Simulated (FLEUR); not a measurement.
# Al2Cu (P4/mmm) in FLEUR: a series of runs, part 2 of 2

FLEUR MaX-R8.1 (later development tree). The steps go on from the part before.

## Step 10: Band structure, PBEsol

Changes to inp.xml since step 8:

```diff
@@ -6,3 +6,3 @@
    <calculationSetup>
-      <cutoffs Kmax="4.9" Gmax="15.2" GmaxXC="15.2" numbands="0"/>
+      <cutoffs Kmax="4.76" Gmax="14.7" GmaxXC="14.7" numbands="0"/>
       <scfLoop itmax="60" minDistance="0.00001" maxIterBroyd="15" imix="Anderson" alpha="0.05" precondParam="0.0" spinf="2.0" sdNocoIR="T"/>
@@ -13,3 +13,3 @@
       <expertModes spex="0" secvar="F"/>
-      <geometryOptimization l_f="F" forcealpha="1.0" forcemix="BFGS" epsdisp="0.0005" epsforce="0.0002"/>
+      <geometryOptimization l_f="F" forcealpha="1.0" forcemix="BFGS" epsdisp="0.00001" epsforce="0.00001"/>
       <ldaU l_linMix="F" mixParam="0.05" spinf="1.0"/>
@@ -24,3 +24,3 @@
       <xi:include xmlns:xi="http://www.w3.org/2001/XInclude" href="sym.xml"> </xi:include>
-      <bulkLattice scale="1.0196128224">
+      <bulkLattice scale="1.0">
          <bravaisMatrix>
@@ -34,3 +34,3 @@
       <species name="Copper (Cu)" element="Cu" atomicNumber="29">
-         <mtSphere radius="2.26" gridPoints="771" logIncrement="0.016"/>
+         <mtSphere radius="2.33" gridPoints="771" logIncrement="0.016"/>
          <atomicCutoffs lmax="9" lnonsphr="9"/>
@@ -49,3 +49,3 @@
       <species name="Aluminum (Al)" element="Al" atomicNumber="13">
-         <mtSphere radius="2.0" gridPoints="681" logIncrement="0.017"/>
+         <mtSphere radius="2.06" gridPoints="681" logIncrement="0.017"/>
          <atomicCutoffs lmax="8" lnonsphr="8"/>
```

crystal.txt reads:

```
Al2Cu
&input cartesian=F /
4.1051820000  0.0000000000  0.0000000000
0.0000000000  4.1051820000  0.0000000000
0.0000000000  0.0000000000  2.8913130000
1.8897261246
1.0 1.0 1.0

3
29 0.0000000000  0.0000000000  0.0000000000
13 0.0000000000  0.5000000000  0.5000000000
13 0.5000000000  0.0000000000  0.5000000000

&kpt div1=7 div2=7 div3=9 gamma=T /
```

inp.xml (bands) reads:

```
<?xml version="1.0" encoding="UTF-8" standalone="no"?>
<fleurInput fleurInputVersion="0.39">
   <comment>
      Al2Cu                                                                                               
   </comment>
   <calculationSetup>
      <cutoffs Kmax="4.76" Gmax="14.7" GmaxXC="14.7" numbands="0"/>
      <scfLoop itmax="60" minDistance="0.00001" maxIterBroyd="15" imix="Anderson" alpha="0.05" precondParam="0.0" spinf="2.0" sdNocoIR="T"/>
      <coreElectrons ctail="T" frcor="F" kcrel="0" coretail_lmax="0"/>
      <xcFunctional name="PBEs" relativisticCorrections="F"/>
      <magnetism jspins="1"/>
      <soc l_soc="F" theta="0.0" phi="0.0" spav="F"/>
      <expertModes spex="0" secvar="F"/>
      <geometryOptimization l_f="F" forcealpha="1.0" forcemix="BFGS" epsdisp="0.00001" epsforce="0.00001"/>
      <ldaU l_linMix="F" mixParam="0.05" spinf="1.0"/>
   </calculationSetup>
   <cell>
      <bzIntegration valenceElectrons="41.0" mode="hist" fermiSmearingEnergy="0.00183747">
         <kPointListSelection listName="path-1"/>
         <!-- k-points included here -->
         <xi:include xmlns:xi="http://www.w3.org/2001/XInclude" href="kpts.xml"> </xi:include>
      </bzIntegration>
      <!-- symmetry operations included here -->
      <xi:include xmlns:xi="http://www.w3.org/2001/XInclude" href="sym.xml"> </xi:include>
      <bulkLattice scale="1.0">
         <bravaisMatrix>
[... 30 lines left out ...]
         </electronConfig>
         <energyParameters s="3" p="3" d="3" f="4"/>
         <lo type="SCLO" l="0" n="2" eDeriv="0"/>
         <lo type="SCLO" l="1" n="2" eDeriv="0"/>
         <lo type="SCLO" l="2" n="3" eDeriv="2"/>
         <lo type="SCLO" l="3" n="4" eDeriv="2"/>
      </species>
   </atomSpecies>
   <atomGroups>
      <atomGroup species="Copper (Cu)">
         <relPos label="                   1">.0000000000 .0000000000 .0000000000</relPos>
         <force calculate="T" relaxXYZ="TTT"/>
      </atomGroup>
      <atomGroup species="Aluminum (Al)">
         <relPos label="                   2">.0000000000 1.000/2.000 1.000/2.000</relPos>
         <relPos label="                   3">1.000/2.000 .0000000000 1.000/2.000</relPos>
         <force calculate="T" relaxXYZ="TTT"/>
      </atomGroup>
   </atomGroups>
   <output dos="F" band="T" slice="F">
      <checks vchk="F" cdinf="F"/>
      <bandDOS minEnergy="-.5*Htr" maxEnergy="0.5*Htr" sigma="0.015" storeEVData="T"/>
      <vacuumDOS vacdos="F" integ="F" star="F" nstars="0" locx1="0.0" locy1="0.0" locx2="0.0" locy2="0.0" nstm="0" tworkf="0.0"/>
      <unfoldingBand unfoldBand="F" supercellX="1" supercellY="1" supercellZ="1"/>
      <plotting iplot="0" polar="F">
         <plot TwoD="T" vec1="  1.0  0.0  0.0" vec2="  0.0  1.0  0.0" vec3="  0.0  0.0  1.0" zero="  0.0  0.0  0.0" file="plot"/>
      </plotting>
      <chargeDensitySlicing numkpt="0" minEigenval="0.0" maxEigenval="0.0" nnne="0" pallst="F"/>
      <specialOutput eonly="F"/>
      <moessbauerParams electricFieldGradient="T" isomerShift="T" coreHyperfine="T" valenceHyperfine="T"/>
      <magneticCircularDichroism mcd="F" energyLo="-10.0" energyUp="0.0"/>
   </output>
  <!-- We include the file relax.xml here to enable relaxations (see documentation) -->
  <xi:include xmlns:xi="http://www.w3.org/2001/XInclude" href="relax.xml"> <xi:fallback/> </xi:include>
</fleurInput>
```

Potentials or basis: all-electron, FLAPW.

Run with:

```console
inpgen -f crystal.txt -profile fastHighL
# inp.xml edited to the form shown
fleur_MPI
fleur_MPI   # second run, on inp.xml (bands)
```

Output:

```text
Welcome to FLEUR        (www.flapw.de)
      MaX-Release 8.1          (www.max-centre.eu)

 ========== k-point set info ==========
 Selected k-point list: default-1
 k-point list type: mesh
 7 x 7 x 9
 Number of k points: 50

 ------------Calculation Setup---------------------------
 Number of MPI-tasks      :            1
 Number of PE/node        :            1
 Number of OMP-threads    :            1
 Most efficient MPI parallelization for:
           1           2           5          10          25          50
 Additional eigenvalue parallelization possible
 Number of basis functions:          715
 Approximate size of matrices (H+S) per k-point:         0.008 GB
 --------------------------------------------------------
 Iteration:     1   Distance:      35.29524416 me/bohr^3
 Iteration:     2   Distance:      19.55844444 me/bohr^3
 Iteration:     3   Distance:       6.60778245 me/bohr^3
 Iteration:     4   Distance:       6.35799720 me/bohr^3
 Iteration:     5   Distance:       1.83916043 me/bohr^3
 Iteration:     6   Distance:       1.95396249 me/bohr^3
 Iteration:     7   Distance:       1.35272019 me/bohr^3
 Iteration:     8   Distance:       1.34354073 me/bohr^3
 Iteration:     9   Distance:       0.05056978 me/bohr^3
 Iteration:    10   Distance:       0.10985166 me/bohr^3
 Iteration:    11   Distance:       0.01114781 me/bohr^3
 Iteration:    12   Distance:       0.00529298 me/bohr^3
 Iteration:    13   Distance:       0.00197862 me/bohr^3
 Iteration:    14   Distance:       0.00029673 me/bohr^3
 Iteration:    15   Distance:       0.00029919 me/bohr^3
 Iteration:    16   Distance:       0.00019595 me/bohr^3
 Iteration:    17   Distance:       0.00011414 me/bohr^3
 Iteration:    18   Distance:       0.00002149 me/bohr^3
 Iteration:    19   Distance:       0.00000531 me/bohr^3

 ********************************************************************
 Run finished successfully
 Stop message:
   all done
 ********************************************************************
```

output (bands):

```text
Welcome to FLEUR        (www.flapw.de)
      MaX-Release 8.1          (www.max-centre.eu)

 ========== k-point set info ==========
 Selected k-point list: path-1
 k-point list type: path
 Number of k points: 60

 ------------Calculation Setup---------------------------
 Number of MPI-tasks      :            1
 Number of PE/node        :            1
 Number of OMP-threads    :            1
 Most efficient MPI parallelization for:
           1           2           3           4           5           6          10          12          15          20          30          60
 Additional eigenvalue parallelization possible
 Number of basis functions:          717
 Approximate size of matrices (H+S) per k-point:         0.008 GB
 --------------------------------------------------------
 Fermi energy correction for metals:
 Fermi energy in bands.* files may not be consistent with last density.
 Please correct it manually (e.g. in band.gnu file).

 Note: Band structure data (together with different weights) is also stored in the banddos.hdf file.
       A convenient way of extracting and plotting the data from that file is by making use of the

 ********************************************************************
 Run finished successfully
 Stop message:
   Charge density postprocessing done.
 ********************************************************************
```

Run time: 2.6 min. Hardware: 1 thread of Arm Neoverse V2, shared host; peak memory 0.08 GiB.

Results:

```
Free energy                                           : -58188.5872 eV
Band gap along the path                               : none (metal or under the smearing width)
Valence electrons inside the program's atomic spheres : Cu 18.28; Al 8.96 (radii Cu 2.33, Al 2.06 bohr)
```

Levels at the corners of the path, in eV from the Fermi level:
```csv
point,band 19,band 20,band 21,band 22,band 23,band 24
Γ,-2.40,-2.40,-0.08,0.85,5.91,6.13
X,-4.02,-1.09,1.56,1.72,1.90,7.30
M,-4.05,-4.05,-2.41,8.53,8.53,9.21
Γ,-2.40,-2.40,-0.08,0.85,5.91,6.13
Z,-2.99,2.52,2.52,2.52,2.71,2.71
R,-3.08,-2.48,-1.70,3.64,3.94,4.35
A,-2.28,-2.28,-0.94,-0.91,-0.08,-0.08
Z,-2.99,2.52,2.52,2.52,2.71,2.71
X,-4.02,-1.09,1.56,1.72,1.90,7.30
R,-3.08,-2.48,-1.70,3.64,3.94,4.35
M,-4.05,-4.05,-2.41,8.53,8.53,9.21
A,-2.28,-2.28,-0.94,-0.91,-0.08,-0.08
```

Core levels (eV from the Fermi level):
```csv
atom,levels
1 Cu,"1s1/2 -8840.2, 2s1/2 -1060.9, 2p1/2 -929.6, 2p3/2 -909.2"
2 Al,1s1/2 -1503.0
3 Al,1s1/2 -1503.0
```
